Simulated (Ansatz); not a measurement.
**Al4CoRu3: from a guess to a relaxed structure**

Where does this trial cell of Al4CoRu3 go when cell and atoms are let free?

Program: Ansatz 0.2.0. Level of theory: DFT PBE, scalar-relativistic, plane waves, PAW. These are calculated values, not measurements.

**1. The starting structure**

The structure is tetragonal, space group P4/mmm (No. 123). Conventional cell: a = 4.308 Å, b = 4.308 Å, c = 6.092 Å, α = 90.00°, β = 90.00°, γ = 90.00°. Around Al (site symmetry 2mm) lie 2 Co at 2.64 Å and 6 Ru at 2.64 Å. Around Co (site symmetry 4/mmm) lie 8 Al at 2.64 Å. Ru (site symmetry 4/mmm) has 8 Al at 2.64 Å in its first shell of neighbours.

As a file:

```cif
data_structure
_symmetry_space_group_name_H-M 'P4/mmm'
_symmetry_Int_Tables_number 123
_cell_length_a 4.3078
_cell_length_b 4.3078
_cell_length_c 6.0922
_cell_angle_alpha 90.000
_cell_angle_beta 90.000
_cell_angle_gamma 90.000
_cell_volume 113.06
loop_
_atom_site_label
_atom_site_type_symbol
_atom_site_symmetry_multiplicity
_atom_site_Wyckoff_symbol
_atom_site_fract_x
_atom_site_fract_y
_atom_site_fract_z
_atom_site_occupancy
Al1 Al 4 i 0.50000 0.00000 0.75000 1
Co1 Co 1 d 0.50000 0.50000 0.50000 1
Ru1 Ru 1 b 0.00000 0.00000 0.50000 1
Ru2 Ru 1 a 0.00000 0.00000 0.00000 1
Ru3 Ru 1 c 0.50000 0.50000 0.00000 1
```

The start is an ordering of an alloy on its end members' structure types: elements ordered on the sites of the AlRu type, Ru/Co on Ru (P4/mmm, No. 123).

**2. A first look at the guess**

Contents of input.yaml:

```yaml
crystal:
  lattice:
    - [4.30783867, 0.0, 0.0]
    - [0.0, 4.30783867, 0.0]
    - [0.0, 0.0, 6.09220387]
  atoms:
    - { symbol: Al, position: [0.5, 0.0, 0.75] }
    - { symbol: Al, position: [0.5, 0.0, 0.25] }
    - { symbol: Al, position: [0.0, 0.5, 0.75] }
    - { symbol: Al, position: [0.0, 0.5, 0.25] }
    - { symbol: Co, position: [0.5, 0.5, 0.5], spin: 3.0 }
    - { symbol: Ru, position: [0.0, 0.0, 0.5] }
    - { symbol: Ru, position: [0.0, 0.0, 0.0] }
    - { symbol: Ru, position: [0.5, 0.5, 0.0] }
basis:
  ecutwfc: 420
kpoints:
  mp_grid: { grid: [4, 4, 4] }
hamiltonian:
  xc: pbe
scf:
  occupations: { method: gaussian, width: 0.1 }
  lower_state_search: "off"
output:
  forces: true
  stress: true
  eigenvalues: true
  populations: true
magnetization:
  spin_polarized: true
```

The run is started by

```console
ansatz run input.yaml --threads 1 --pin off --max-ram 2560MiB --backend cpu --events-out ev --progress --plain --runs-dir out
```

Log, shortened:

```text
[...]
SCF converged after 25 iterations
Magnetization: 0.4125 μB (38.7063 up, 38.2937 down)
Absolute magnetization: 0.4890 μB (∫|ρ↑−ρ↓|, with the PAW one-centre terms)
Spin contamination: 0.0072 ħ² per cell (⟨S²⟩ above its minimum at these occupations)
[...]
Free energy (F): -24916.888588 eV
[...]
E sigma→0 (E₀):  -24916.868183 eV
Entropy (-TS):   -0.040809 eV (-5.101 meV/atom)
Fermi energy:    14.056998 eV
[...]
--- Forces (eV/Å), atoms counted from 1 ---
  atom   1  Al     0.00000000     0.00000000    -0.12664212
  atom   2  Al     0.00000000     0.00000000     0.12664212
  atom   3  Al     0.00000000     0.00000000    -0.12664212
  atom   4  Al     0.00000000     0.00000000     0.12664212
  atom   5  Co     0.00000000     0.00000000     0.00000000
  atom   6  Ru    -0.00000000     0.00000000     0.00000000
  atom   7  Ru    -0.00000000    -0.00000000     0.00000000
  atom   8  Ru     0.00000000     0.00000000     0.00000000
[...]
--- Stress (GPa, compression-positive) ---
      -12.142110       0.000000       0.000000
        0.000000     -12.142110       0.000000
        0.000000       0.000000     -11.911825
  P = ⅓ Tr σ = -12.0653 GPa (-120.653 kbar)
--- Band table (eV; the first three rows and the last of 36) ---
[...]
--- Löwdin populations: 8 sites ---
  site symbol       q [e]    m [muB]
     0     Al      2.9745    -0.0105
     1     Al      2.9745    -0.0105
     2     Al      2.9745    -0.0105
     3     Al      2.9745    -0.0105
     4     Co     16.5092     0.2349
     5     Ru     16.0787     0.0501
     6     Ru     16.0177     0.0851
     7     Ru     16.0535     0.0781
  spilling = 0.005751 (of n_electrons = 77.000000)
```

Wall time 52 s (1 thread of Intel Xeon at 2.50GHz (Skylake/Cascade Lake), shared host); peak memory 0.49 GiB.

Site by site:

| atom | moment in the atom's sphere (μB) | Löwdin electrons |
| --- | --- | --- |
| Al1 | 0.00 | 2.97 |
| Al2 | 0.00 | 2.97 |
| Al3 | 0.00 | 2.97 |
| Al4 | 0.00 | 2.97 |
| Co5 | 0.23 | 16.51 |
| Ru6 | 0.04 | 16.08 |
| Ru7 | 0.07 | 16.02 |
| Ru8 | 0.07 | 16.05 |

The Löwdin counts miss 0.44 of the 77 electrons, which the atomic orbitals do not span, so they are no charges.

The probe gives pressure -12.1 GPa, largest force 0.13 eV/Å, gap on this mesh none (metal). A guess like this is first relaxed loosely on the coarse mesh.

**3. Coarse relaxation**

input.yaml: that of step 2 with these lines changed.

```diff
@@ -30 +30,6 @@
   spin_polarized: true
+relax:
+  adjacent_minimum: "off"
+  f_tol: 0.04
+  max_steps: 70
+  cell: { stress_tol: 0.4 }
```

The run is started by

```console
ansatz run input.yaml --threads 1 --pin off --max-ram 2560MiB --backend cpu --events-out ev --progress --plain --runs-dir out
```

Log, shortened:

```text
Warning: RAYON_NUM_THREADS=1 ignored (pool sized by the plan → 1); use --threads N
[...]
Pseudopotentials: kind: paw
Pseudopotential: Al, paw, valence charge 3, recommended cutoff 420 eV (normal), Al.paw.azcp
Pseudopotential: Co, paw, valence charge 17, recommended cutoff 420 eV (normal), Co.paw.azcp
Pseudopotential: Ru, paw, valence charge 16, recommended cutoff 420 eV (normal), Ru.paw.azcp
Functional definition: PBE
[...]
Crystal: 8 atoms, lattice volume = 113.056 Å³
Basis set: ecut = 420 eV, 2173 PW (Γ), exchange–correlation on 60×60×90 points (8 copies of the dense FFT grid, shifted against one another)
Bands: 48, of which v1, the nominal top of the filled ones, is band 39 counted from 1 (38 counted from 0)
Symmetry: 16 space group operations
Space group: P4/mmm (ITA 123), of the structure as read, at distance tolerance 4.8e-5 Å
Magnetic group: BNS 123.339 (UNI 999), of the structure as read, at distance tolerance 4.8e-5 Å
k-points: 18 of 64
[...]
Starting moments: Σ|m| = 3 μB on 1 of 8 sites
[...]
WARN: the starting moments were not kept: the SCF closed with an absolute magnetisation of 1.9e-4 μB, where they sum to 3 μB in size (1 site). That is at most 0.1 of that sum. Measured as dr2_m measures the in/out step, that magnetisation stands 1.3e-8 eV from none, at or under the [...]
  cell:  # Å, volume = 105.0605 Å³
    - [4.198936087802464, 4.2895212970890997e-35, 0.0]
    - [4.2895212970890997e-35, 4.198936087802464, 0.0]
    - [0.0, 0.0, 5.958829756775176]
  atoms:
    - { symbol: Al, position: [0.5, 1.5008034016098811e-36, 0.7461905460000222] }
    - { symbol: Al, position: [0.5, 6.27608695218677e-37, 0.2538094539999777] }
    - { symbol: Al, position: [1.7027296774628463e-36, 0.5, 0.7461905460000222] }
    - { symbol: Al, position: [-3.9293761787604146e-37, 0.5, 0.2538094539999777] }
    - { symbol: Co, position: [0.5, 0.5, 0.5] }
    - { symbol: Ru, position: [1.995249904103899e-35, -1.4680586001202101e-36, 0.5] }
    - { symbol: Ru, position: [-5.195508503027658e-36, -4.960837425685022e-36, -4.449137765335094e-20] }
    - { symbol: Ru, position: [0.5, 0.5, -4.449137765335094e-20] }
--- Löwdin populations: 8 sites ---
  site symbol       q [e]    m [muB]
     0     Al      2.9474    -0.0000
     1     Al      2.9474    -0.0000
     2     Al      2.9474    -0.0000
     3     Al      2.9474    -0.0000
     4     Co     16.5353     0.0000
     5     Ru     16.1136     0.0000
     6     Ru     16.0370     0.0000
     7     Ru     16.0698     0.0000
  spilling = 0.005905 (of n_electrons = 77.000000)
```

It took 3.6 min on 1 thread of Intel Xeon at 2.50GHz (Skylake/Cascade Lake), shared host; peak memory 0.53 GiB.

The steps of the relaxation:

```
step  energy from step 1 (eV/cell)  largest force component (eV/Å)  pressure (GPa)  volume (Å³)
   1                        0.0000                          0.1266          -12.07       113.06
   2                       -0.2956                          0.1937            4.86       102.65
   3                       -0.3335                          0.0408           -0.52       105.34
   4                       -0.3345                          0.0094           -0.03       105.06
   5                       -0.3312                          0.0094           -0.04       105.06
```

Step 1 is the start. Step 5 repeats the geometry before it on a plane-wave basis chosen anew for that cell, so its energy need not be comparable with the rows above.

|  | before | after | change |
| --- | --- | --- | --- |
| a (Å) | 4.308 | 4.199 | -2.5 % |
| b (Å) | 4.308 | 4.199 | -2.5 % |
| c (Å) | 6.092 | 5.959 | -2.2 % |
| volume (Å³/atom) | 14.13 | 13.13 | -7.1 % |
| shortest distance (Å) | 2.638 | 2.561 | -2.9 % |
| space group (0.01 Å) | P4/mmm | P4/mmm | same |

The run keeps the 16 symmetry operations of the start, so it could not have lowered the symmetry.

By site:

```
atom  Löwdin electrons
 Al1              2.95
 Al2              2.95
 Al3              2.95
 Al4              2.95
 Co5             16.54
 Ru6             16.11
 Ru7             16.04
 Ru8             16.07
```

The Löwdin counts miss 0.45 of the 77 electrons, which the atomic orbitals do not span, so they are no charges.

**4. Full relaxation**

The end of the coarse run is made exact in the group found at a tolerance of 0.06 Å and reduced to its primitive cell. The moments had died out, so spin is switched off.

Contents of input.yaml:

```yaml
crystal:
  lattice:
    - [4.1989360878, 0.0, 0.0]
    - [0.0, 4.1989360878, 0.0]
    - [0.0, 0.0, 5.9588297568]
  atoms:
    - { symbol: Al, position: [0.5, 0.0, 0.746190546] }
    - { symbol: Al, position: [0.5, 0.0, 0.253809454] }
    - { symbol: Al, position: [0.0, 0.5, 0.746190546] }
    - { symbol: Al, position: [0.0, 0.5, 0.253809454] }
    - { symbol: Co, position: [0.5, 0.5, 0.5] }
    - { symbol: Ru, position: [0.0, 0.0, 0.5] }
    - { symbol: Ru, position: [0.0, 0.0, 0.0] }
    - { symbol: Ru, position: [0.5, 0.5, 0.0] }
basis:
  ecutwfc: 420
kpoints:
  mp_grid: { grid: [10, 10, 6] }
hamiltonian:
  xc: pbe
scf:
  occupations: { method: gaussian, width: 0.1 }
output:
  forces: true
  stress: true
  eigenvalues: true
  write_density: true
  write_potential: true
  elf: true
  volumetric_format: npy
relax:
  adjacent_minimum: "off"
  f_tol: 0.01
  max_steps: 80
  cell: { stress_tol: 0.05 }
```

The run is started by

```console
ansatz run input.yaml --threads 1 --pin off --max-ram 2560MiB --backend cpu --events-out ev --progress --plain --runs-dir out
```

Log, shortened:

```text
Warning: RAYON_NUM_THREADS=1 ignored (pool sized by the plan → 1); use --threads N
[...]
Pseudopotentials: kind: paw
Pseudopotential: Al, paw, valence charge 3, recommended cutoff 420 eV (normal), Al.paw.azcp
Pseudopotential: Co, paw, valence charge 17, recommended cutoff 420 eV (normal), Co.paw.azcp
Pseudopotential: Ru, paw, valence charge 16, recommended cutoff 420 eV (normal), Ru.paw.azcp
Functional definition: PBE
[...]
Crystal: 8 atoms, lattice volume = 105.061 Å³
Basis set: ecut = 420 eV, 2007 PW (Γ), exchange–correlation on 60×60×80 points (8 copies of the dense FFT grid, shifted against one another)
Bands: 47, of which v1, the nominal top of the filled ones, is band 39 counted from 1 (38 counted from 0)
Symmetry: 16 space group operations
Space group: P4/mmm (ITA 123), of the structure as read, at distance tolerance 4.7e-5 Å
k-points: 84 of 600
[...]
--- Relaxed structure (3 steps of the walk, 3 accepted, 1 SCFs on fresh bases) ---
  F+E_penalty+E_count = -24917.26498939 eV   max|allowed force component| = 1.842e-3 eV/Å   (the final SCF, on the basis selected at the relaxed cell)
  cell:  # Å, volume = 104.9816 Å³
    - [4.199354367529258, 2.14228177979765e-35, 0.0]
    - [2.14228177979765e-35, 4.199354367529258, 0.0]
    - [0.0, 0.0, 5.953169493224031]
  atoms:
    - { symbol: Al, position: [0.5, -2.1626177846540955e-37, 0.745989528658758] }
    - { symbol: Al, position: [0.5, -1.8266771579117102e-37, 0.2540104713412421] }
    - { symbol: Al, position: [4.633181143822043e-37, 0.5, 0.745989528658758] }
    - { symbol: Al, position: [4.633181143822043e-37, 0.5, 0.2540104713412421] }
    - { symbol: Co, position: [0.5, 0.5, 0.5000000000000001] }
    - { symbol: Ru, position: [4.745161352736171e-37, 1.8896660254259087e-38, 0.5000000000000001] }
    - { symbol: Ru, position: [4.6331811438220426e-37, 1.8896660254259087e-38, -2.842950652475672e-22] }
    - { symbol: Ru, position: [0.5, 0.5, -2.842950652475672e-22] }
```

Wall time 3.8 min (1 thread of Intel Xeon at 2.50GHz (Skylake/Cascade Lake), shared host); peak memory 0.62 GiB.

Step by step:

```
step  E - E(step 1) (eV/cell)  largest force component (eV/Å)  pressure (GPa)  volume (Å³)
   1                   0.0000                          0.0179           -0.14       105.06
   2                  -0.0001                          0.0018            0.00       104.98
   3                  -0.0002                          0.0018            0.00       104.98
   4                  -0.0001                          0.0018            0.00       104.98
```

Step 1 is the start. Step 4 repeats the geometry before it on a plane-wave basis chosen anew for that cell, so its energy need not be comparable with the rows above.

|  | before | after | change |
| --- | --- | --- | --- |
| a (Å) | 4.199 | 4.199 | 0.0 % |
| b (Å) | 4.199 | 4.199 | 0.0 % |
| c (Å) | 5.959 | 5.953 | -0.1 % |
| volume (Å³/atom) | 13.13 | 13.12 | -0.1 % |
| shortest distance (Å) | 2.561 | 2.560 | -0.1 % |
| space group (0.01 Å) | P4/mmm | P4/mmm | same |

The run keeps the 16 symmetry operations of the start, so it could not have lowered the symmetry.

Density in a lattice plane of the grid's cell (edges 4.20 and 5.95 Å, at 0.500 of the third edge), which holds Al and Co and Ru.

Ten even steps from ' ' (0.06 e/Å³) to '@' (46.81 e/Å³):
```
              ......            
                                
                                
                                
                                
                                
                                
                                
              ::==::            
            ..++@@++..          
              ::==::            
                                
                                
                                
                                
                                
                                
                                
              ......            
            ....::....          
```
Columns run along the first of these edges and rows up along the second, over one cell in 16 and 20 even steps from the bottom left corner. Atoms in the plane (fractional): Al at (0.00, 0.75), Al at (0.00, 0.25), Co at (0.50, 0.50), Ru at (0.50, 1.00).

ELF in the same plane.

Ten even steps from '0' (0.02) to '9' (0.98):
```
4443246656642344
3444335666533444
0134432333234431
0014432212234410
1003443333344300
0003443222344300
0124421111124421
3444322333223444
4443224787422344
4443125999521344
4443224787422344
3444322333223444
0124421111124421
0003443222344300
1003443333344300
0014432212234410
0134432333234431
3444335666533444
4443246656642344
4332256424652233
```
Columns run along the first of these edges and rows up along the second, over one cell in 16 and 20 even steps from the bottom left corner. Atoms in the plane (fractional): Al at (0.00, 0.75), Al at (0.00, 0.25), Co at (0.50, 0.50), Ru at (0.50, 1.00).

Both are smooth fields of the valence electrons: close to the nuclei they are not physical.

Outside the cores ELF peaks at 0.52 on the Al–Ru line, 1.0 Å from Al; 0.51 beside Al, off the lines to its neighbours, 1.1 Å from Al.

**5. Outcome**

| quantity | value |
| --- | --- |
| symmetry at the end (tolerance 0.05 Å) | space group P4/mmm (No. 123) |
| conventional cell | a = 4.199 Å, b = 4.199 Å, c = 5.953 Å, α = 90.00°, β = 90.00°, γ = 90.00° |
| volume | 13.12 Å³/atom |
| energy over the elements | -0.63 eV/atom |
| gap on the mesh | none (metal) |

In words: The space group P4/mmm (No. 123) is kept, and the volume per atom shrinks by 7.1 % from the first guess. A negative formation energy is needed for stability but isn't enough; other structures and compounds were not set against it here. No finished test with a distortion of lower symmetry is shown, so the end may be a saddle point. Some metallic runs here have no spin polarisation while others do; where cell and settings agree, the difference is what magnetism gains. Other magnetic orders were not searched.
